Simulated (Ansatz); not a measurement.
# ClF3H2MoO2: up Jacob's ladder to CCSD(T)

One table from this session's results is given with a row withheld; the runs are named, their logs left out.

The runs use Ansatz 0.2.0, Gaussian basis; functionals in def2-TZVPP, the program's frozen cores in correlated methods.

Levels to be run: PBE-D4, r2SCAN-D4, PBE0-D4, B3LYP-D4, ωB97X-V, ωB97M-V, B2PLYP; CCSD(T)/def2-TZVPP; MP2/def2-QZVPP; extrapolation to the limit.

### The relaxed structure

All runs share one geometry, relaxed beforehand with PBE0-D4 in a triple-zeta def2 set. Mo takes the def2 core potential; no spin-orbit term is included.

SMILES `[OH][Mo]([OH])([F])([F])([F])[Cl]`, 9 atoms, charge 0, spin multiplicity 1.

Atoms are counted from 1 here; the program's logs count them from 0.

Bond lengths: O1–Mo2 1.851 Å, O1–H8 0.965 Å, Mo2–O3 1.831 Å, Mo2–F4 1.856 Å, Mo2–F5 1.833 Å, Mo2–F6 1.865 Å, Mo2–Cl7 2.285 Å, O3–H9 0.963 Å. Angles: Mo2–O1–H8 121.1°, O1–Mo2–O3 94.2°, O1–Mo2–F4 94.6°, O1–Mo2–F5 90.9°, O1–Mo2–F6 81.8°, O1–Mo2–Cl7 166.4°, O3–Mo2–F4 84.3°, O3–Mo2–F5 90.8°, O3–Mo2–F6 169.7°, O3–Mo2–Cl7 99.3°, F4–Mo2–F5 172.9°, F4–Mo2–F6 86.6°, F4–Mo2–Cl7 89.0°, F5–Mo2–F6 98.7°, F5–Mo2–Cl7 86.8°, F6–Mo2–Cl7 85.2°, Mo2–O3–H9 129.7°.

Set-up of the first run:

File in.yaml:

```yaml
crystal:
  periodic: [false, false, false]
  atoms:
    - {symbol: O, position_ang: [-0.598038, 0.202749, 1.542633]}
    - {symbol: Mo, position_ang: [0.247121, 0.002431, -0.092431]}
    - {symbol: O, position_ang: [-1.018293, 0.953244, -1.013795]}
    - {symbol: F, position_ang: [-0.759118, -1.472200, -0.599317]}
    - {symbol: F, position_ang: [1.222400, 1.528738, 0.191488]}
    - {symbol: F, position_ang: [1.290879, -1.188034, 0.892481]}
    - {symbol: Cl, position_ang: [1.690917, -0.446646, -1.805294]}
    - {symbol: H, position_ang: [-0.256366, -0.227568, 2.335671]}
    - {symbol: H, position_ang: [-1.819482, 0.647276, -1.451435]}
basis:
  gaussian: {orbitals: def2-TZVPP}
hamiltonian: {xc: pbe, dispersion: d4}
output: {forces: true, orbitals: {seedname: orbitals}}
```

Command:

```console
$ ansatz run in.yaml --threads 2 --pin off --events-out ev --progress --plain --max-ram 32768MiB --backend cuda --devices 0, --max-vram 18GiB
```

Among the steps run: PBE-D4 (GGA); r2SCAN-D4 (meta-GGA); PBE0-D4 (hybrid); B3LYP-D4 (hybrid); ωB97X-V (range-separated); ωB97M-V (range-separated); B2PLYP (double hybrid).

One of the session's tables, all rows but one given; the rest of the session is left out.

It belongs to the step «Orbital energies across the functionals». 

```
functional  HOMO (eV)  LUMO (eV)  gap (eV)
    PBE-D4      -7.92      -5.09      2.83
 r2SCAN-D4          ?          ?         ?
   PBE0-D4      -9.42      -4.64      4.78
  B3LYP-D4      -9.15      -4.84      4.32
   ωB97X-V     -11.76      -2.60      9.16
   ωB97M-V     -11.63      -2.60      9.03
```

Estimate the missing values for r2SCAN-D4.

As computed: HOMO (eV): -8.32; LUMO (eV): -5.23; gap (eV): 3.09. In the column «HOMO (eV)» it lies between B3LYP-D4 (-9.15) and PBE-D4 (-7.92).
